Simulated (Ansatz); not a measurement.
# SrInH3: the cost of one run

Method: DFT PBE, scalar-relativistic, plane waves, PAW, in Ansatz 0.2.0.

## Step 1: The starting structure

Symmetry: Pm-3m, No. 221, cubic system. The conventional cell has a = 4.376 Å, b = 4.376 Å, c = 4.376 Å, α = 90.00°, β = 90.00°, γ = 90.00°. Sr (site symmetry m-3m) has 6 H at 2.19 Å as nearest neighbours. Around In (site symmetry m-3m) lie 12 H at 3.09 Å. H (site symmetry 4/mmm) is surrounded by 2 Sr at 2.19 Å and 4 In at 3.09 Å.

Coordinates:

```
Sr In H
1.0
     4.37576    0.00000    0.00000
     0.00000    4.37576    0.00000
     0.00000    0.00000    4.37576
Sr In H
1 1 3
Direct
  0.50000 0.50000 0.50000
  0.00000 0.00000 0.00000
  0.50000 0.50000 0.00000
  0.50000 0.00000 0.50000
  0.00000 0.50000 0.50000
```

The cell is invented: species swapped into a database cell of Ca3TlN (Pm-3m, No. 221), with H on the Ca sites, In on the Tl sites and Sr on the N sites. Lengths come from tabulated atomic sizes and are only a guess.

## Step 2: Probe: one point on a coarse mesh

input.yaml reads:

```yaml
crystal:
  lattice:
    - [4.37575687, 0.0, 0.0]
    - [0.0, 4.37575687, 0.0]
    - [0.0, 0.0, 4.37575687]
  atoms:
    - { symbol: Sr, position: [0.5, 0.5, 0.5] }
    - { symbol: In, position: [0.0, 0.0, 0.0] }
    - { symbol: H, position: [0.5, 0.5, 0.0] }
    - { symbol: H, position: [0.5, 0.0, 0.5] }
    - { symbol: H, position: [0.0, 0.5, 0.5] }
basis:
  ecutwfc: 420
kpoints:
  mp_grid: { grid: [4, 4, 4] }
hamiltonian:
  xc: pbe
scf:
  occupations: { method: gaussian, width: 0.1 }
  lower_state_search: "off"
output:
  forces: true
  stress: true
  eigenvalues: true
```

Command:

```
$ ansatz run input.yaml --threads 1 --pin off --max-ram 2560MiB --backend cpu --events-out ev --progress --plain --runs-dir out
```

Q: Estimate wall time and peak memory on 1 thread of Arm Neoverse V2, shared host.

About 1 s, with a peak of 0.3 GiB.
